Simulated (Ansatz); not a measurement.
C2HNS, SMILES N#CC=S: an atomisation energy, run with Ansatz 0.2.0 through its Python package.

`run_tae.py`
```python
"""Energy to split C2HNS into its atoms."""

from collections import Counter

import ansatz as az


def energy_of(molecule, charge=0, unpaired=0):
    calc = (
        molecule.calculation()
        .basis(gaussian="def2-SVPD")
        .functional("r2scan0")
    )
    if charge:
        calc = calc.charge(charge)
    if unpaired:
        calc = calc.spin("collinear", total=unpaired)
    return calc.run(threads=1, backend="cpu").report["free_energy_ev"]

GEOMETRY = """
N     2.04480   -0.23210   -0.10350
C     0.90380   -0.04910   -0.04230
C    -0.51120    0.17850    0.03360
S    -1.54480   -1.08440   -0.00240
H    -0.89270    1.18710    0.11470
"""

molecule = az.Crystal.molecule()
for line in GEOMETRY.strip().splitlines():
    symbol, *xyz = line.split()
    molecule = molecule.atom(symbol, [float(v) for v in xyz])

# unpaired electrons of the ground-state atoms
unpaired = {"N": 3, "C": 2, "S": 2, "H": 1}
counts = Counter(site.symbol for site in molecule.cartesian_sites)
atom_energy = {s: energy_of(az.Crystal.molecule().atom(s, (0, 0, 0)), 0, unpaired[s]) for s in counts}
whole = energy_of(molecule, 0, 0)
for s, e in atom_energy.items():
    print(f"{s:2s} x{counts[s]}  {e:14.5f} eV")
print(f"C2HNS: {whole:.5f} eV")
split = sum(counts[s] * e for s, e in atom_energy.items()) - whole
print(f"atomisation energy (no zero-point term): {96.485332 * split:.1f} kJ/mol, {split / sum(counts.values()):.3f} eV an atom")
```

What does it cost to take this molecule apart into atoms?

2100.9 kJ/mol from the electronic energies, without the zero-point term.

The output:

```console
$ python run_tae.py
N  x1     -1483.47621 eV
C  x2     -1028.29590 eV
S  x1    -10828.88280 eV
H  x1       -13.58464 eV
C2HNS: -14404.30968 eV
atomisation energy (no zero-point term): 2100.9 kJ/mol, 4.355 eV an atom
```

Notes:
- Total energies depend on the basis set; only differences at equal settings carry meaning.
- The geometry is a force-field or estimated start, not a minimum of this method, and the basis set is short of its limit. All parts are taken at fixed geometry, without zero-point energy.
- It ran for 4.8 s on 1 thread of Arm Neoverse V2, on a shared host, peak memory 0.23 GiB.

(Lines on the test bed's own set-up are left out of the output.)
